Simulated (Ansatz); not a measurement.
# Sc2B2Sb: the cost of one run

Program: Ansatz 0.2.0. Level of theory: DFT PBE, scalar-relativistic, plane waves, PAW. These are calculated values, not measurements.

2 further runs of the same task are left out: 1 that didn't finish, 1 set aside as unsound or not needed.

## (1) The structure to begin with

Symmetry: P-3m1, No. 164, trigonal system. The conventional cell has a = 3.567 Å, b = 3.567 Å, c = 6.341 Å, α = 90.00°, β = 90.00°, γ = 120.00°. Sc (site symmetry 3m) has 4 B at 2.08 to 2.12 Å as nearest neighbours. B (site symmetry 3m) has 4 Sc at 2.08 to 2.12 Å and 3 Sb at 2.79 Å as nearest neighbours. Sb (site symmetry -3m) is surrounded by 6 B at 2.79 Å and 6 Sc at 3.15 Å.

Structure file:

```cif
data_structure
_symmetry_space_group_name_H-M 'P-3m1'
_symmetry_Int_Tables_number 164
_cell_length_a 3.5675
_cell_length_b 3.5675
_cell_length_c 6.3405
_cell_angle_alpha 90.000
_cell_angle_beta 90.000
_cell_angle_gamma 120.000
_cell_volume 69.88
loop_
_atom_site_label
_atom_site_type_symbol
_atom_site_symmetry_multiplicity
_atom_site_Wyckoff_symbol
_atom_site_fract_x
_atom_site_fract_y
_atom_site_fract_z
_atom_site_occupancy
Sc1 Sc 2 d 0.66667 0.33333 0.37570 1
B1 B 2 d 0.66667 0.33333 0.70310 1
Sb1 Sb 1 a 0.00000 0.00000 0.00000 1
```

The cell is invented: species swapped into a database cell of Ce2SeN2 (P-3m1, No. 164), with B on the Ce sites, Sb on the Se sites and Sc on the N sites. Its size is a rough estimate.

## (2) Probe: one point on a coarse mesh

input.yaml reads:

```yaml
crystal:
  lattice:
    - [3.56747486, 0.0, 0.0]
    - [-1.78373743, 3.08952386, 0.0]
    - [0.0, 0.0, 6.34054637]
  atoms:
    - { symbol: Sc, position: [0.66666667, 0.33333333, 0.37570056] }
    - { symbol: Sc, position: [0.33333333, 0.66666667, 0.62429944] }
    - { symbol: B, position: [0.66666667, 0.33333333, 0.7030983] }
    - { symbol: B, position: [0.33333333, 0.66666667, 0.2969017] }
    - { symbol: Sb, position: [0.0, 0.0, 0.0] }
basis:
  ecutwfc: 420
kpoints:
  mp_grid: { grid: [6, 6, 4] }
hamiltonian:
  xc: pbe
scf:
  occupations: { method: gaussian, width: 0.1 }
  lower_state_search: "off"
output:
  forces: true
  stress: true
  eigenvalues: true
```

Command:

```console
$ ansatz run input.yaml --threads 1 --pin off --max-ram 2560MiB --backend cpu --events-out ev --progress --plain --runs-dir out
```

**Question.** How long does this run take on 1 thread of Arm Neoverse V2, shared host, and how much memory does it need?

About 2.9 s, with a peak of 0.35 GiB.
